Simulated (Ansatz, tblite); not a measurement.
# The cluster H2Pt3+: rung by rung

The task here is to estimate one member of a computed series from the others.

The runs use Ansatz 0.2.0, Gaussian basis; as each input shows.

Levels to be run: GFN1-xTB, GFN2-xTB, PBE-D4/def2-TZVP, r2SCAN-D4/def2-TZVP, r2SCAN0-D4/def2-TZVP, revPBE-D4/def2-TZVP, ωB97X-V/def2-TZVP, B97M-V/def2-TZVP, ωB97M-V/def2-TZVP, BLYP-D4/def2-TZVP, CAM-B3LYP-D4/def2-TZVP, PBE+5HF/def2-TZVP, PBE+10HF/def2-TZVP, PBE+15HF/def2-TZVP, PBE+35HF/def2-TZVP, PBE+50HF/def2-TZVP, PBE-D4/def2-SVP, PBE0-D4/def2-SVP, CCSD(T)/def2-SVP, MP2/def2-TZVP, RPA/def2-TZVP.

2 further runs of the same task are left out: 2 set aside as unsound or not needed.

### The geometry

The geometry is that of the doublet, from an earlier relaxation (PBE0-D4/def2-TZVP). At that level it is the lowest of the isomers that a small search found.

5 atoms, charge 1, spin multiplicity 2.

Bond lengths: Pt1–Pt2 2.558 Å, Pt1–Pt3 2.512 Å, Pt1–H5 1.504 Å, Pt2–Pt3 2.512 Å, Pt2–H4 1.504 Å. Angles: Pt2–Pt1–Pt3 59.4°, Pt2–Pt1–H5 90.8°, Pt3–Pt1–H5 88.3°, Pt1–Pt2–Pt3 59.4°, Pt1–Pt2–H4 90.8°, Pt3–Pt2–H4 88.3°, Pt1–Pt3–Pt2 61.2°.

Pt takes a core potential in the def2 sets. No spin-orbit coupling is included. The ion is computed in the gas phase, without counter-ions or solvent.

PBE0-D4/def2-TZVP was run before; its log isn't repeated, and its numbers join the tables.

Set-up of the first run:

Tight binding, by tblite at 300 K electronic temperature and without a spin-polarisation term:

```python
tblite.interface.Calculator('GFN1-xTB', numbers, positions, charge=1, uhf=1).singlepoint()
```

Tight binding, by tblite at 300 K electronic temperature and without a spin-polarisation term:

```python
tblite.interface.Calculator('GFN2-xTB', numbers, positions, charge=1, uhf=1).singlepoint()
```

start.molden holds the orbitals of an earlier run on this state, given as this run's starting guess.

in.yaml reads:

```yaml
crystal:
  periodic: [false, false, false]
  atoms:
    - {symbol: Pt, position_ang: [-0.719988, -1.096434, -0.354227]}
    - {symbol: Pt, position_ang: [0.001620, 1.003266, 0.916382]}
    - {symbol: Pt, position_ang: [1.334521, 0.173228, -1.044120]}
    - {symbol: H, position_ang: [-0.773566, 1.872079, -0.036166]}
    - {symbol: H, position_ang: [0.157424, -1.952149, 0.518131]}
basis:
  gaussian: {orbitals: def2-TZVP, initial_orbitals: start.molden}
total_charge: 1
magnetization: {spin_polarized: true, initial_magnetization: 1}
hamiltonian: {xc: pbe, dispersion: d4}
scf: {omitted_lower_state_checks: [starts]}
output: {forces: true, orbitals: {seedname: orbitals}}
```

The run is started by

```console
$ ansatz run in.yaml --threads 2 --pin off --events-out ev --progress --plain --max-ram 4352MiB
```

Steps of the session up to this table: PBE-D4/def2-TZVP; r2SCAN-D4/def2-TZVP; r2SCAN0-D4/def2-TZVP; revPBE-D4/def2-TZVP; ωB97X-V/def2-TZVP; B97M-V/def2-TZVP; ωB97M-V/def2-TZVP; BLYP-D4/def2-TZVP; CAM-B3LYP-D4/def2-TZVP; PBE+5HF/def2-TZVP; PBE+10HF/def2-TZVP; PBE+15HF/def2-TZVP; PBE+35HF/def2-TZVP; PBE+50HF/def2-TZVP; PBE-D4/def2-SVP; PBE0-D4/def2-SVP; CCSD(T)/def2-SVP; MP2/def2-TZVP; RPA/def2-TZVP.

One of the session's tables, all rows but one given; the rest of the session is left out.

It belongs to the step «Levels side by side». 

```
                 level  HOMO (eV)  LUMO (eV)  gap (eV)
       PBE-D4/def2-SVP     -10.41      -9.95      0.46
      PBE-D4/def2-TZVP     -10.40      -9.91      0.49
   revPBE-D4/def2-TZVP     -10.31      -9.79      0.52
     BLYP-D4/def2-TZVP     -10.28      -9.81      0.47
   r2SCAN-D4/def2-TZVP          ?          ?         ?
      B97M-V/def2-TZVP     -10.38      -9.56      0.81
      PBE0-D4/def2-SVP     -11.56      -8.92      2.64
     PBE0-D4/def2-TZVP     -11.53      -8.91      2.62
  r2SCAN0-D4/def2-TZVP     -11.67      -8.88      2.79
CAM-B3LYP-D4/def2-TZVP     -12.82      -7.90      4.92
     ωB97X-V/def2-TZVP     -13.68      -6.78      6.90
     ωB97M-V/def2-TZVP     -13.66      -6.84      6.82
     PBE+5HF/def2-TZVP     -10.62      -9.68      0.95
    PBE+10HF/def2-TZVP     -10.85      -9.44      1.40
    PBE+15HF/def2-TZVP     -11.07      -9.27      1.80
    PBE+35HF/def2-TZVP     -12.00      -8.53      3.47
    PBE+50HF/def2-TZVP     -12.77      -7.93      4.84
```

**Question.** Estimate the row for r2SCAN-D4/def2-TZVP.

**Answer.** HOMO (eV): -10.57; LUMO (eV): -9.72; gap (eV): 0.85. In the column «HOMO (eV)» it lies between PBE+5HF/def2-TZVP (-10.62) and PBE-D4/def2-SVP (-10.41).

To keep in mind: Notes on CCSD(T)/def2-SVP: spin contamination.
